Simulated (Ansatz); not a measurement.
**YIr2: under pressure**

The task here is to estimate one member of a computed series from the others.

Computed with Ansatz 0.2.0 (DFT r2SCAN, scalar-relativistic, plane waves, PAW, unless a step's input says otherwise).

## The structure to begin with

The structure is cubic, space group Fd-3m (No. 227). Conventional cell: a = 7.524 Å, b = 7.524 Å, c = 7.524 Å, α = 90.00°, β = 90.00°, γ = 90.00°. Y (site symmetry -43m) is surrounded by 12 Ir at 3.12 Å and 4 Y at 3.26 Å. Around Ir (site symmetry -3m) lie 6 Ir at 2.66 Å and 6 Y at 3.12 Å.

Coordinates:

```xyz
6
Lattice="0.0000 3.7620 3.7620 3.7620 0.0000 3.7620 3.7620 3.7620 0.0000" Properties=species:S:1:pos:R:3 pbc="T T T"
Y     3.7620    3.7620    3.7620
Y     5.6430    5.6430    5.6430
Ir    0.9405    0.9405    0.9405
Ir    0.9405    2.8215    2.8215
Ir    2.8215    2.8215    0.9405
Ir    2.8215    0.9405    2.8215
```

The structure comes from the Crystallography Open Database.

Set-up of the first run:

(A quick probe on a coarse mesh, which set the mesh and smearing, is not shown.)

input.yaml reads:

```yaml
crystal:
  lattice:
    - [0.0, 3.762, 3.762]
    - [3.762, 0.0, 3.762]
    - [3.762, 3.762, 0.0]
  atoms:
    - { symbol: "Y", position: [0.5, 0.5, 0.5] }
    - { symbol: "Y", position: [0.75, 0.75, 0.75] }
    - { symbol: Ir, position: [0.125, 0.125, 0.125] }
    - { symbol: Ir, position: [0.625, 0.125, 0.125] }
    - { symbol: Ir, position: [0.125, 0.125, 0.625] }
    - { symbol: Ir, position: [0.125, 0.625, 0.125] }
basis:
  ecutwfc: 500
kpoints:
  mp_grid: { grid: [8, 8, 8] }
hamiltonian:
  xc: r2scan
scf:
  occupations: { method: gaussian, width: 0.1 }
output:
  forces: true
  stress: true
  eigenvalues: true
  write_density: true
  write_potential: true
  elf: true
  volumetric_format: npy
relax:
  adjacent_minimum: "off"
  f_tol: 0.005
  max_steps: 80
  cell: { stress_tol: 0.05 }
```

On the command line:

```
$ ansatz run input.yaml --threads 1 --pin off --max-ram 2560MiB --backend cpu --events-out ev --progress --plain --runs-dir out
```

Among the steps run: Full relaxation; Relaxing at -3 GPa; Target pressure 3 GPa; Target pressure 8 GPa; 15 GPa; Target pressure 30 GPa; 60 GPa.

One table of the session follows, with a row left open; its other results are not shown here.

It belongs to the step «Volume, cell and gap against pressure». Lengths are those of the vectors of the cell that was run:

| P (GPa) | V (Å³/atom) | a (Å) | b (Å) | c (Å) | ΔH (eV/atom) |
| --- | --- | --- | --- | --- | --- |
| -3 | 18.12 | 5.357 | 5.357 | 5.357 | -0.337 |
| 0 | 17.86 | 5.331 | 5.331 | 5.331 | 0.000 |
| 3 | 17.61 | 5.307 | 5.307 | 5.307 | 0.332 |
| 8 | 17.24 | 5.269 | 5.269 | 5.269 | 0.876 |
| 15 | 16.79 | 5.223 | 5.223 | 5.223 | 1.619 |
| 30 | ? | ? | ? | ? | ? |
| 60 | 14.83 | 5.011 | 5.011 | 5.011 | 6.033 |

**Question.** Estimate the row for P (GPa) = 30.

Worked estimate for «V (Å³/atom)». A straight line through the neighbours (15, 16.79) and (60, 14.83) gives 16.79 + (14.83 − 16.79) × (30 − 15) / (60 − 15) = 16.14; a parabola fitted to 3 rows on both sides gives 15.96.

**Answer.** V (Å³/atom): 16.00; a (Å): 5.139; b (Å): 5.139; c (Å): 5.139; ΔH (eV/atom): 3.152. In «V (Å³/atom)» the line misses by +0.14 and the parabola by -0.04.

ΔH is E + PV over the energy at zero pressure; a, b and c are the vectors of the computed cell. 

To keep in mind: Other structures may take over in this range; these runs cannot find them.
